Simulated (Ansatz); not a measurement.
Runs of Ansatz 0.2.0 on Ba2Tl5V3O12. The structure is tetragonal, space group P-42m (No. 111). The conventional cell has a = 10.975 Å, b = 10.975 Å, c = 6.604 Å, α = 90.00°, β = 90.00°, γ = 90.00°. Around Ba (site symmetry 222) lie 4 O at 2.58 Å. V (site symmetry -42m) has 4 O at 1.73 Å as nearest neighbours. V (site symmetry 222) is surrounded by 4 O at 1.73 Å. Tl (site symmetry -42m) has 4 O at 2.65 Å as nearest neighbours. Tl (site symmetry m) has 3 O at 2.50 to 2.65 Å as nearest neighbours. O (site symmetry m) has 1 V at 1.73 Å as nearest neighbours. Around O (site symmetry 1) lie 1 V at 1.73 Å. The cell was built by a generator and needn't be a form met in nature.

| task | level | potentials or basis | U | cell | k mesh | cutoff (eV) | hubbard projectors | double counting | points for each segment of the path | gap on the mesh (eV) | pressure (GPa) | moment (μB) | relaxed volume (Å³/atom) | largest force (eV/Å) |
| --- | --- | --- | --- | --- | --- | --- | --- | --- | --- | --- | --- | --- | --- | --- |
| projected density of states | PBE+U | Ansatz PAW | V d U = 2 eV | as given | 3 × 3 × 4 | 420 | ortho-atomic (the default) | fll (the default) | - | 2.57 | 0.1 | 0.00 | - | 0.06 |
| relaxation of cell and atoms | revPBE | Ansatz PAW | - | relaxed | 2 × 2 × 3 | 420 | - | - | - | 2.80 | 0.0 | 0.00 | 39.06 | 0.01 |
| relaxation of cell and atoms | PBE+D4 | Ansatz PAW | - | relaxed | 2 × 2 × 3 | 420 | - | - | - | 2.47 | 0.0 | 0.00 | (c) | - |
| relaxation of cell and atoms | PBE | Ansatz PAW | - | relaxed | 2 × 2 × 3 | 420 | - | - | - | 2.60 | 0.0 | 0.00 | (b) | - |
| relaxation of cell and atoms | PBE+D3(BJ) | Ansatz PAW | - | relaxed | 2 × 2 × 3 | 420 | - | - | - | 2.56 | 0.0 | 0.00 | 35.90 | 0.01 |
| projected density of states | PBE+U | Ansatz PAW | V d U = 8 eV | as given | 3 × 3 × 4 | 420 | ortho-atomic (the default) | fll (the default) | - | 2.58 | 0.4 | 0.00 | - | 0.27 |
| band structure | r2SCAN | Ansatz PAW | - | as given | 3 × 3 × 4 | 500 | - | - | 10 | 2.87 | -1.1 | 0.00 | - | 0.41 |
| band structure | BLYP | Ansatz PAW | - | as given | 3 × 3 × 4 | 420 | - | - | 10 | 2.60 | 1.3 | 0.00 | - | 0.26 |
| relaxation of cell and atoms | r2SCAN+D4 | Ansatz PAW | - | relaxed | 2 × 2 × 3 | 500 | - | - | - | 2.72 | 0.0 | 0.00 | 33.52 | - |
| relaxation of cell and atoms | PBE+D3(BJ)+ATM | Ansatz PAW | - | relaxed | 2 × 2 × 3 | 420 | - | - | - | 2.56 | 0.0 | 0.00 | 35.94 | 0.01 |
| single point | PBE | PseudoDojo standard (PBE files) | - | as given | 3 × 3 × 4 | 1143 | - | - | - | 2.57 | (a) | 0.00 | - | 0.04 |

Alike in all rows: spin collinear, ferromagnetic start; smearing fermi-dirac 0.05 eV.

**Question.** Fill in the values left out.

**Answer.** (a) -0.1; (b) 36.15; (c) 34.40.

Caveats: spin-orbit coupling is left out, which as a rule narrows the gap of such compounds by several tenths of an eV; odd divisions of the mesh miss points on the zone boundary, where band edges often lie, so the gap on the mesh can be too wide (some runs); the plane-wave basis is chosen anew once the cell has moved, so the energies of steps on either side of that aren't comparable (some runs); the magnetic or orbital state may not be the lowest (some runs); the PAW data sets come from PBE, with cores solved anew for the run's functional, which leaves a small shift of forces and pressure (some runs); the density of states is complete only up to the lowest level of the last band computed (some runs); the potentials were made for another functional, which shifts forces and pressure (some runs).

A k mesh can miss the band edges, and the runs leave out spin-orbit coupling on Ba, Tl.

Not every run made on this cell is shown here.
